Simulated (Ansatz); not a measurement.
**C₄H₆BF: a ladder of functionals and wavefunction methods**

One table from this session's results is given with a row withheld; the runs are named, their logs left out.

The runs use Ansatz 0.2.0, Gaussian basis; functionals in def2-TZVPP, the program's frozen cores in correlated methods.

The runs, in order: PBE-D4, r2SCAN-D4, PBE0-D4, B3LYP-D4, ωB97X-V, ωB97M-V, B2PLYP; CCSD(T)/def2-TZVPP; MP2/def2-QZVPP; extrapolation to the limit.

## The relaxed structure

All runs share one geometry, relaxed beforehand with PBE0-D4 in a triple-zeta def2 set.

SMILES `CB1C=C1CF`, 12 atoms, charge 0, spin multiplicity 1.

Atoms are counted from 1 here; the program's logs count them from 0.

Bond lengths: C1–B2 1.550 Å, C1–H7 1.091 Å, C1–H8 1.094 Å, C1–H9 1.094 Å, B2–C3 1.467 Å, B2–C4 1.479 Å, C3–C4 1.350 Å, C3–H10 1.083 Å, C4–C5 1.465 Å, C5–F6 1.380 Å, C5–H11 1.096 Å, C5–H12 1.096 Å. Angles: B2–C1–H7 113.5°, B2–C1–H8 110.0°, B2–C1–H9 110.3°, H7–C1–H8 108.3°, H7–C1–H9 108.5°, H8–C1–H9 106.0°, C1–B2–C3 154.5°, C1–B2–C4 151.0°, C3–B2–C4 54.6°, B2–C3–C4 63.2°, B2–C3–H10 159.0°, C4–C3–H10 137.8°, B2–C4–C3 62.3°, B2–C4–C5 158.5°, C3–C4–C5 139.3°, C4–C5–F6 112.3°, C4–C5–H11 110.2°, C4–C5–H12 110.2° and more.

Set-up of the first run:

Input file in.yaml:

```yaml
crystal:
  periodic: [false, false, false]
  atoms:
    - {symbol: C, position_ang: [-0.111504, -1.064109, 1.931295]}
    - {symbol: B, position_ang: [0.377293, -0.463269, 0.588623]}
    - {symbol: C, position_ang: [1.366371, -0.202617, -0.462314]}
    - {symbol: C, position_ang: [0.135131, 0.320733, -0.641788]}
    - {symbol: C, position_ang: [-0.596054, 1.128517, -1.620605]}
    - {symbol: F, position_ang: [-1.902103, 1.359801, -1.237969]}
    - {symbol: H, position_ang: [0.665341, -1.604167, 2.474401]}
    - {symbol: H, position_ang: [-0.945729, -1.749451, 1.752879]}
    - {symbol: H, position_ang: [-0.503117, -0.275111, 2.580007]}
    - {symbol: H, position_ang: [2.312412, -0.226420, -0.987929]}
    - {symbol: H, position_ang: [-0.614593, 0.620956, -2.591528]}
    - {symbol: H, position_ang: [-0.106450, 2.100038, -1.751172]}
basis:
  gaussian: {orbitals: def2-TZVPP}
hamiltonian: {xc: pbe, dispersion: d4}
output: {forces: true, orbitals: {seedname: orbitals}}
```

Launch:

```console
$ ansatz run in.yaml --threads 4 --pin off --events-out ev --progress --plain --max-ram 10444MiB
```

Steps of the session up to this table: PBE-D4 (GGA); r2SCAN-D4 (meta-GGA); PBE0-D4 (hybrid); B3LYP-D4 (hybrid); ωB97X-V (range-separated); ωB97M-V (range-separated); B2PLYP (double hybrid); CCSD(T) in def2-TZVPP; MP2 in def2-QZVPP.

One table of the session follows, with a row left open; its other results are not shown here.

```
            method  atoms, summed (eV)  atomisation energy (kJ/mol)
            PBE-D4           -7577.304                       5220.0
         r2SCAN-D4           -7583.694                       5097.9
           PBE0-D4           -7578.974                       5127.9
          B3LYP-D4           -7588.845                       5065.5
           ωB97X-V           -7585.915                       5068.1
           ωB97M-V           -7585.041                       5082.6
            B2PLYP                   ?                            ?
     HF/def2-TZVPP           -7556.953                       3787.1
    MP2/def2-TZVPP           -7570.715                       5042.6
   CCSD/def2-TZVPP           -7573.829                       4841.3
CCSD(T)/def2-TZVPP           -7574.179                       4918.5
           MP2/CBS           -7573.296                       5156.6
       CCSD(T)/CBS           -7576.760                       5032.5
```

Estimate the missing values for B2PLYP.

As computed: atoms, summed (eV): -7582.557; atomisation energy (kJ/mol): 5020.6. In the column «atoms, summed (eV)» it lies between r2SCAN-D4 (-7583.694) and PBE0-D4 (-7578.974).

Limits of these values: Free atoms (4 C, 1 B, 1 F, 6 H) were run apart at each level; the atomisation energy is their sum less the molecule, without zero-point or spin-orbit terms.
